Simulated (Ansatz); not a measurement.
Predict the output of the script below (Ansatz 0.2.0, Python API).

Contents of `albclh2n.xyz`:
```text
6

Cl   -1.46460   -2.85910    0.28710
Al   -0.33840   -0.94980    0.16540
B     0.66580    0.65880   -0.70410
N     0.47010    0.59460    0.83590
H     1.10530    1.23560   -1.65030
H    -0.39610    1.25600    1.01980
```

The script, `tae_albclh2n.py`:
```python
# -*- coding: utf-8 -*-
"""Energy to split AlBClH2N into its atoms."""

from collections import Counter

import ansatz as az


def energy_of(molecule, charge=0, unpaired=0):
    calc = (
        molecule.calculation()
        .basis(gaussian="6-31G*")
        .functional("PBE", dispersion="d3bj")
    )
    if charge:
        calc = calc.charge(charge)
    if unpaired:
        calc = calc.spin("collinear", total=unpaired)
    return calc.run().report["free_energy_ev"]

mol = az.Crystal.molecule_from_extxyz("albclh2n.xyz")

# Hund ground states
unpaired = {"Cl": 1, "Al": 1, "B": 1, "N": 3, "H": 1}
counts = Counter(site.symbol for site in mol.cartesian_sites)
atom_energy = {s: energy_of(az.Crystal.molecule().atom(s, (0, 0, 0)), 0, unpaired[s]) for s in counts}
whole = energy_of(mol, 0, 0)
for s, e in atom_energy.items():
    print(f"{s:2s} x{counts[s]}  {e:14.5f} eV")
print(f"AlBClH2N: {whole:.5f} eV")
split = sum(counts[s] * e for s, e in atom_energy.items()) - whole
print(f"atomisation energy (no zero-point term): {23.060548 * split:.1f} kcal/mol, {split / sum(counts.values()):.3f} eV an atom")
```

```console
$ python tae_albclh2n.py
Cl x1    -12515.25516 eV
Al x1     -6590.81403 eV
B  x1      -669.42572 eV
N  x1     -1483.36869 eV
H  x2       -13.53580 eV
AlBClH2N: -21305.55530 eV
atomisation energy (no zero-point term): 452.5 kcal/mol, 3.270 eV an atom
```

452.5 kcal/mol from the electronic energies, without the zero-point term.

Notes:
- Total energies depend on the basis set; only differences at equal settings carry meaning.
- The geometry is a force-field or estimated start, not a minimum of this method, and the basis set is short of its limit. All parts are taken at fixed geometry, without zero-point energy.
- This functional overbinds, so such energies come out a few per cent too high (LDA far more).
- Finished in 3.3 s on 1 thread of Arm Neoverse V1, with other jobs on the host, peak memory 0.16 GiB.

(A comment or docstring line of the script was reworded after the run, the code is as it ran; lines on the test bed's own set-up are left out of the output.)
